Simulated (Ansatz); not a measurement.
**BBrClF (bromochlorofluoroborane): B3LYP/6-31G(d) (Cartesian functions)**

What is the electronic atomisation energy of BBrClF (bromochlorofluoroborane) at B3LYP/6-31G* (Cartesian functions)? 

The results are computed with Ansatz 0.2.0.

32 further runs of the same task are left out: 32 set aside as unsound or not needed.

## Step 1: The system as given

The species is BBrClF (4 atoms), meant as a singlet with charge 0. SMILES: `FB(Cl)Br`. The coordinates come from a PBE0-D4/def2-TZVP relaxation.

Bond lengths: F1–B2 1.309 Å, B2–Cl3 1.737 Å, B2–Br4 1.903 Å. Angles: F1–B2–Cl3 119.4°, F1–B2–Br4 119.0°, Cl3–B2–Br4 121.6°.

## Step 2: A single-point energy at B3LYP/6-31G(d) (Cartesian functions)

Contents of run.yaml:

```yaml
basis:
  gaussian:
    orbitals: "6-31G*"
crystal:
  periodic: [false, false, false]
  atoms:
    - {symbol: F, position_ang: [-0.037800, -1.335000, -0.542400]}
    - {symbol: B, position_ang: [0.000500, -0.136300, -0.018100]}
    - {symbol: Cl, position_ang: [-0.369900, 0.071000, 1.666000]}
    - {symbol: Br, position_ang: [0.462600, 1.340100, -1.125800]}
hamiltonian:
  xc: {name: B3LYP}
accuracy: high
output:
  orbitals: {seedname: orbitals}
```

Command:

```sh
$ ansatz run run.yaml --threads 1 --pin off --max-ram 2610MiB --events-out events.jsonl --progress --plain --runs-dir runs
```

Log:

```text
Warning: RAYON_NUM_THREADS=1 ignored (pool sized by the plan → 1); use --threads N
Functional definition: B3LYP
  name "B3LYP"
  parameter a0 = 0.2
  parameter ax = 0.72
  parameter ac = 0.81
  exchange = (1 - a0 - ax)*slater_x + ax*b88_x + a0*exact_x
  correlation = (1 - ac)*vwn_rpa_c + ac*lyp_c
1560 factors; integrals over basis functions are off by at most 4.4e-9 eV
mean field evaluation 1: about -85957.1268 eV, gradient 2.5e1 eV
mean field evaluation 2: about -85955.7296 eV, gradient 4.1e1 eV
mean field evaluation 4: about -85958.1235 eV, gradient 9.1e-1 eV
mean field evaluation 8: about -85958.1629 eV, gradient 2.6e-2 eV
mean field evaluation 16: about -85958.1629 eV, gradient 4.0e-6 eV
mean field -85958.16294577 eV, -3158.9042237217 hartree, gradient 4.1e-8 eV, S^2 0.000000; 0 other end points of the search recorded, 0 dependent functions left out
reference -85958.16297724 eV, -3158.9042248781 hartree; 33, 33 occupied and 51, 51 virtual orbitals, 1560 factors
Total energy: -85958.16297724 eV, -3158.9042248781 hartree
```

Run time: 7.8 s. Hardware: 1 thread of Arm Neoverse V2, shared host; peak memory 0.26 GiB.

## Step 3: The B atom, same level

Contents of job.yaml:

```yaml
crystal:
  periodic: [false, false, false]
  atoms:
    - {symbol: B, position_ang: [0.000000, 0.000000, 0.000000]}
basis:
  gaussian: {orbitals: "6-31G*"}
magnetization: {spin_polarized: true, initial_magnetization: 1}
hamiltonian: {xc: {name: B3LYP}}
accuracy: high
```

Run the same way, it converges to -24.65435 Eh (log not shown).

## Step 4: The Br atom at the same level

Contents of molecule.yaml:

```yaml
crystal:
  periodic: [false, false, false]
  atoms:
    - symbol: Br
      position_ang: [0.000000, 0.000000, 0.000000]
basis:
  gaussian:
    orbitals: "6-31G*"
magnetization:
  spin_polarized: true
  initial_magnetization: 1
hamiltonian:
  xc: {name: B3LYP}
accuracy: high
```

Command:

```sh
$ ansatz run molecule.yaml --threads 1 --pin off --max-ram 2610MiB --events-out events.jsonl --progress --plain --runs-dir runs
```

Log, cut to the lines that bear on the results:

```text
Warning: RAYON_NUM_THREADS=1 ignored (pool sized by the plan → 1); use --threads N
[... 7 set-up lines as earlier in the session ...]
312 factors; integrals over basis functions are off by at most 3.6e-9 eV
mean field evaluation 1: about -70037.6954 eV, gradient 3.8e0 eV
mean field evaluation 2: about -70037.7432 eV, gradient 1.4e0 eV
mean field evaluation 4: about -70037.7472 eV, gradient 2.4e-1 eV
mean field evaluation 8: about -70037.7473 eV, gradient 7.2e-4 eV
mean field evaluation 16: about -70037.7473 eV, gradient 9.8e-9 eV
mean field -70037.74730073 eV, -2573.8397400116 hartree, gradient 4.4e-9 eV, S^2 0.751467; 0 other end points of the search recorded, 0 dependent functions left out
reference -70037.74732262 eV, -2573.8397408161 hartree; 18, 17 occupied and 17, 18 virtual orbitals, 312 factors
Total energy: -70037.74732262 eV, -2573.8397408161 hartree
```

It took 1.9 s on 1 thread of Arm Neoverse V2, shared host; peak memory 0.097 GiB.

## Step 5: The Cl atom, same level

Contents of molecule.yaml:

```yaml
crystal:
  periodic: [false, false, false]
  atoms:
    - symbol: Cl
      position_ang: [0.000000, 0.000000, 0.000000]
basis:
  gaussian: {orbitals: "6-31G*"}
hamiltonian: {xc: {name: B3LYP}}
total_charge: 0
magnetization: {spin_polarized: true, initial_magnetization: 1}
accuracy: high
```

Run the same way, it converges to -460.13624 Eh (log not shown).

## Step 6: The F atom

Contents of input.yaml:

```yaml
basis:
  gaussian:
    orbitals: "6-31G*"
crystal:
  periodic: [false, false, false]
  atoms:
    - {symbol: F, position_ang: [0.000000, 0.000000, 0.000000]}
magnetization:
  spin_polarized: true
  initial_magnetization: 1
hamiltonian:
  xc: {name: B3LYP}
accuracy: high
```

Run the same way, it converges to -99.71554 Eh (log not shown).

## Step 7: Outcome

At B3LYP/6-31G* (Cartesian functions):

| quantity | value |
| --- | --- |
| molecule: total energy | -3158.90422 Eh |
| molecule: HOMO energy | -8.47 eV |
| molecule: LUMO energy | -1.14 eV |
| molecule: HOMO–LUMO gap | 7.33 eV |
| B atom: total energy | -24.65435 Eh |
| B atom: ⟨S²⟩ | 0.752 |
| Br atom: total energy | -2573.83974 Eh |
| Br atom: ⟨S²⟩ | 0.751 |
| Cl atom: total energy | -460.13624 Eh |
| Cl atom: ⟨S²⟩ | 0.752 |
| F atom: total energy | -99.71554 Eh |
| F atom: ⟨S²⟩ | 0.751 |
| electronic atomisation energy | 15.194 eV |

**Reading.** Taking the molecule apart into free atoms costs 15.19 eV (350 kcal/mol), before zero-point energy and without spin-orbit coupling.
